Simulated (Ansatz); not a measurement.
# C6H15Ga: small, medium and large basis sets

An exercise on one series of results from a longer session: the logs are not shown, and one member is left open.

Method: one geometry, several basis sets; program: Ansatz 0.2.0, Gaussian basis.

The runs, in order: PBE0-D4/def2-SVP; ωB97M-V/def2-SVP; PBE0-D4/def2-QZVPP; ωB97M-V/def2-QZVPP; the functionals' def2-TZVPP values are taken from earlier runs.

### The relaxed structure

The geometry comes from an earlier relaxation with PBE0-D4 in a triple-zeta def2 set; it is a stationary point, not always the lowest conformer.

SMILES `C[CH](C)[GaH][CH](C)C`, 22 atoms, charge 0, spin multiplicity 1.

Atoms are counted from 1 here; the program's logs count them from 0.

Bond lengths: C1–C2 1.526 Å, C1–H8 1.097 Å, C1–H9 1.093 Å, C1–H10 1.095 Å, C2–C3 1.524 Å, C2–Ga4 1.992 Å, C2–H11 1.101 Å, C3–H12 1.097 Å, C3–H13 1.093 Å, C3–H14 1.095 Å, Ga4–C5 1.992 Å, Ga4–H15 1.585 Å, C5–C6 1.529 Å, C5–C7 1.522 Å, C5–H16 1.097 Å, C6–H17 1.097 Å, C6–H18 1.094 Å, C6–H19 1.096 Å and more. Angles: C2–C1–H8 111.3°, C2–C1–H9 112.2°, C2–C1–H10 111.5°, H8–C1–H9 107.6°, H8–C1–H10 106.7°, H9–C1–H10 107.3°, C1–C2–C3 111.6°, C1–C2–Ga4 112.0°, C1–C2–H11 107.6°, C3–C2–Ga4 113.2°, C3–C2–H11 108.0°, Ga4–C2–H11 103.8°, C2–C3–H12 111.4°, C2–C3–H13 112.3°, C2–C3–H14 111.5°, H12–C3–H13 107.4°, H12–C3–H14 106.8°, H13–C3–H14 107.2° and more.

The first run:

The input, in.yaml:

```yaml
crystal:
  periodic: [false, false, false]
  atoms:
    - {symbol: C, position_ang: [-0.927224, -2.495627, 1.350855]}
    - {symbol: C, position_ang: [-1.308862, -1.221078, 0.603990]}
    - {symbol: C, position_ang: [-1.519228, -1.484301, -0.882463]}
    - {symbol: Ga, position_ang: [-0.034337, 0.266718, 0.966563]}
    - {symbol: C, position_ang: [0.601526, 1.498798, -0.463985]}
    - {symbol: C, position_ang: [1.780615, 0.834679, -1.176630]}
    - {symbol: C, position_ang: [0.983225, 2.876997, 0.057625]}
    - {symbol: H, position_ang: [-1.685585, -3.277004, 1.218015]}
    - {symbol: H, position_ang: [-0.811862, -2.325508, 2.424338]}
    - {symbol: H, position_ang: [0.018165, -2.908711, 0.983532]}
    - {symbol: H, position_ang: [-2.260060, -0.861011, 1.024436]}
    - {symbol: H, position_ang: [-2.284951, -2.252182, -1.047829]}
    - {symbol: H, position_ang: [-1.832897, -0.587363, -1.423019]}
    - {symbol: H, position_ang: [-0.602189, -1.845187, -1.359466]}
    - {symbol: H, position_ang: [0.534125, 0.443201, 2.436047]}
    - {symbol: H, position_ang: [-0.213376, 1.605384, -1.189977]}
    - {symbol: H, position_ang: [2.158374, 1.469897, -1.987592]}
    - {symbol: H, position_ang: [1.513193, -0.129193, -1.620135]}
    - {symbol: H, position_ang: [2.621967, 0.663750, -0.495988]}
    - {symbol: H, position_ang: [0.136787, 3.397536, 0.514258]}
    - {symbol: H, position_ang: [1.769544, 2.813053, 0.816306]}
    - {symbol: H, position_ang: [1.363060, 3.517180, -0.748890]}
basis:
  gaussian: {orbitals: def2-SVP}
hamiltonian: {xc: pbe0, dispersion: d4}
output: {orbitals: {seedname: orbitals}}
```

Launch:

```console
ansatz run in.yaml --threads 5 --pin off --events-out ev --progress --plain --max-ram 66560MiB --backend cpu
```

Among the steps run: PBE0-D4 in def2-SVP; ωB97M-V in def2-SVP; PBE0-D4 in def2-QZVPP; ωB97M-V in def2-QZVPP.

One of the session's tables, all rows but one given; the rest of the session is left out.

It belongs to the step «Functionals by basis». 

| functional | basis | HOMO (eV) |
| --- | --- | --- |
| PBE0-D4 | def2-SVP | ? |
| PBE0-D4 | def2-TZVPP | -6.63 |
| PBE0-D4 | def2-QZVPP | -6.64 |
| ωB97M-V | def2-SVP | -8.77 |
| ωB97M-V | def2-TZVPP | -8.79 |
| ωB97M-V | def2-QZVPP | -8.80 |

Estimate the missing values for PBE0-D4, def2-SVP.

The run gave: HOMO (eV): -6.62. In the column «HOMO (eV)» it is the highest.
